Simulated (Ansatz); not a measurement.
**ClFGaHS: small, medium and large basis sets**

How large a basis does ClFGaHS need? Two functionals are run in growing sets.

Program: Ansatz 0.2.0, Gaussian basis. Level of theory: one geometry, several basis sets. These are calculated values, not measurements.

Plan: PBE0-D4/def2-SVP; ωB97M-V/def2-SVP; PBE0-D4/def2-QZVPP; ωB97M-V/def2-QZVPP; the functionals' def2-TZVPP values are taken from earlier runs.

## 1. The relaxed structure

All runs share one geometry, relaxed beforehand with PBE0-D4 in a triple-zeta def2 set.

5 atoms, charge 0, spin multiplicity 1.

Atoms are counted from 1 here; the program's logs count them from 0.

Bond lengths: F1–Ga2 1.743 Å, Ga2–S3 2.169 Å, Ga2–Cl4 2.114 Å, S3–H5 1.345 Å. Angles: F1–Ga2–S3 119.1°, F1–Ga2–Cl4 116.8°, S3–Ga2–Cl4 124.1°, Ga2–S3–H5 91.7°.

## 2. PBE0-D4 in def2-SVP

The input, in.yaml:

```yaml
crystal:
  periodic: [false, false, false]
  atoms:
    - {symbol: F, position_ang: [-0.245033, -1.455420, 1.124381]}
    - {symbol: Ga, position_ang: [-0.430568, -0.260800, -0.131347]}
    - {symbol: S, position_ang: [1.079992, 1.280021, -0.354120]}
    - {symbol: Cl, position_ang: [-2.148363, -0.422545, -1.353690]}
    - {symbol: H, position_ang: [1.793771, 0.784945, 0.673377]}
basis:
  gaussian: {orbitals: def2-SVP}
hamiltonian: {xc: pbe0, dispersion: d4}
output: {orbitals: {seedname: orbitals}}
```

The run is started by

```sh
> ansatz run in.yaml --threads 2 --pin off --events-out ev --progress --plain --max-ram 32768MiB --backend cpu
```

The runs that follow: ωB97M-V in def2-SVP; PBE0-D4 in def2-QZVPP; ωB97M-V in def2-QZVPP.

Before running them: what should the planned runs give, taken together? Wanted: PBE0-D4: double and triple zeta above quadruple; ωB97M-V: double and triple zeta above quadruple.

As calculated:

| quantity | value |
| --- | --- |
| PBE0-D4: double and triple zeta above quadruple | 20.28, 2.04 eV |
| ωB97M-V: double and triple zeta above quadruple | 20.14, 1.95 eV |

In words: PBE0-D4 gains 18.24 eV from double to triple zeta, then 2.04 eV more. Total energies overstate the basis error of differences, where much of it tends to cancel. The LUMO of ωB97M-V is positive and keeps falling with the basis (0.58 to 0.07 eV): an unbound level that the basis holds in place.
